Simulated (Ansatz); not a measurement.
# C3F8O: the cost of one run

Method: RKS PBE-D4/def2-SVP; program: Ansatz 0.2.0, Gaussian basis.

Plan: relaxation at PBE-D4/def2-SVP; relaxation at PBE0-D4/def2-TZVP; harmonic vibrations at the same level.

1 further run of the same task is left out (set aside as unsound or not needed). Runs told in other sessions of the task aren't counted.

**1. Starting geometry**

SMILES `FC(F)(F)OC(F)(F)C(F)(F)F`, 12 atoms, charge 0, spin multiplicity 1.

Atoms are counted from 1 here; the program's logs count them from 0.

Bond lengths: F1–C2 1.401 Å, C2–F3 1.373 Å, C2–F4 1.333 Å, C2–O5 1.407 Å, O5–C6 1.387 Å, C6–F7 1.385 Å, C6–F8 1.337 Å, C6–C9 1.548 Å, C9–F10 1.359 Å, C9–F11 1.377 Å, C9–F12 1.355 Å. Angles: F1–C2–F3 111.2°, F1–C2–F4 108.7°, F1–C2–O5 107.6°, F3–C2–F4 111.4°, F3–C2–O5 111.3°, F4–C2–O5 106.6°, C2–O5–C6 111.6°, O5–C6–F7 104.8°, O5–C6–F8 108.5°, O5–C6–C9 117.2°, F7–C6–F8 104.5°, F7–C6–C9 108.0°, F8–C6–C9 112.8°, C6–C9–F10 113.5°, C6–C9–F11 110.6°, C6–C9–F12 113.2°, F10–C9–F11 104.8°, F10–C9–F12 108.0° and more.

Geometry (Å):

```
F    -0.3674   -0.7205    1.7853
C    -0.7927    0.5214    1.2960
F    -1.8778    0.3822    0.4665
F    -1.0710    1.3157    2.3303
O     0.2943    1.1070    0.6215
C     0.4553    0.5705   -0.6479
F     1.6486    1.1018   -1.1072
F    -0.4767    1.0951   -1.4510
C     0.5428   -0.9708   -0.7591
F    -0.6253   -1.6012   -0.4692
F     0.8340   -1.3482   -2.0512
F     1.5130   -1.5080    0.0199
```

The start is a force-field geometry with small random shifts, so a cheaper pass at PBE-D4/def2-SVP comes first.

**2. Optimising with PBE-D4/def2-SVP (cheap first pass)**

Contents of in.yaml:

```yaml
crystal:
  periodic: [false, false, false]
  atoms:
    - {symbol: F, position_ang: [-0.367400, -0.720500, 1.785300]}
    - {symbol: C, position_ang: [-0.792700, 0.521400, 1.296000]}
    - {symbol: F, position_ang: [-1.877800, 0.382200, 0.466500]}
    - {symbol: F, position_ang: [-1.071000, 1.315700, 2.330300]}
    - {symbol: O, position_ang: [0.294300, 1.107000, 0.621500]}
    - {symbol: C, position_ang: [0.455300, 0.570500, -0.647900]}
    - {symbol: F, position_ang: [1.648600, 1.101800, -1.107200]}
    - {symbol: F, position_ang: [-0.476700, 1.095100, -1.451000]}
    - {symbol: C, position_ang: [0.542800, -0.970800, -0.759100]}
    - {symbol: F, position_ang: [-0.625300, -1.601200, -0.469200]}
    - {symbol: F, position_ang: [0.834000, -1.348200, -2.051200]}
    - {symbol: F, position_ang: [1.513000, -1.508000, 0.019900]}
basis:
  gaussian: {orbitals: def2-SVP}
hamiltonian: {xc: pbe, dispersion: d4}
relax: {f_tol: 0.03, max_steps: 200}
```

Run with:

```bash
$ ansatz run in.yaml --threads 4 --pin off --events-out ev --progress --plain --max-ram 41984MiB --backend cpu
```

**Question.** How long does this run take on 4 threads of AMD EPYC 7R13, shared host, and how much memory does it need?

About 13 s, with a peak of 0.28 GiB.
